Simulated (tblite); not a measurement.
# C6H11NSi2: the cost of one run

Computed with tblite 0.8.0 and PySCF 2.14.0, with density-fitted response routines of our own, on a single molecule, in the gas phase or a continuum. Atoms count from 0, in the outputs and in this text.

### Step 1. The starting structure

20 atoms, charge 0, multiplicity 1; geometry from: force field or distance geometry start.

Bonds of the start (Å): C0–C1 1.53, C1–C2 1.52, C1–Si3 1.94, Si3–C4 1.90, C4–N5 1.16, Si3–C6 1.89, C6–C7 1.20, C7–Si8 1.87, C0–H9 1.10, C0–H10 1.09, C0–H11 1.10, C1–H12 1.11, C2–H13 1.10, C2–H14 1.11, C2–H15 1.10, Si3–H16 1.50, Si8–H17 1.48, Si8–H18 1.48, Si8–H19 1.49.

### Step 2. Geometry optimisation with GFN2-xTB

What the job is given:

```
{"job": {"kind": "relax", "xc": "GFN2-xTB", "basis": "xTB"}, "charge": 0, "multiplicity": 1}
C     -1.994200    -0.561800    -0.796100
C     -1.739400     0.287000     0.449000
C     -1.588900     1.758700     0.081800
Si    -0.225200    -0.352800     1.483400
C     -0.571100    -2.111400     2.116900
N     -0.806200    -3.184300     2.485300
C      1.346200    -0.254300     0.442500
C      2.347200    -0.183800    -0.220100
Si     3.897800    -0.089100    -1.266900
H     -2.904400    -0.203900    -1.308600
H     -1.169700    -0.510700    -1.503600
H     -2.169000    -1.615800    -0.541100
H     -2.607300     0.187000     1.133500
H     -0.741400     1.930500    -0.592000
H     -2.503400     2.121600    -0.433100
H     -1.460900     2.391200     0.977900
H     -0.072700     0.568800     2.652000
H      5.073600    -0.527300    -0.482400
H      3.765700    -0.951700    -2.459500
H      4.118200     1.312900    -1.714300
```

On the command line:

```
$ OMP_NUM_THREADS=1 python probes_run.py task.json out
```

One launch serves the whole session: the jobs run in the order shown.

Q: Estimate the wall time and peak memory of this first job on 1 thread of Arm Neoverse N1, shared host.

About 1.1 s, with a peak of 0.18 GiB.
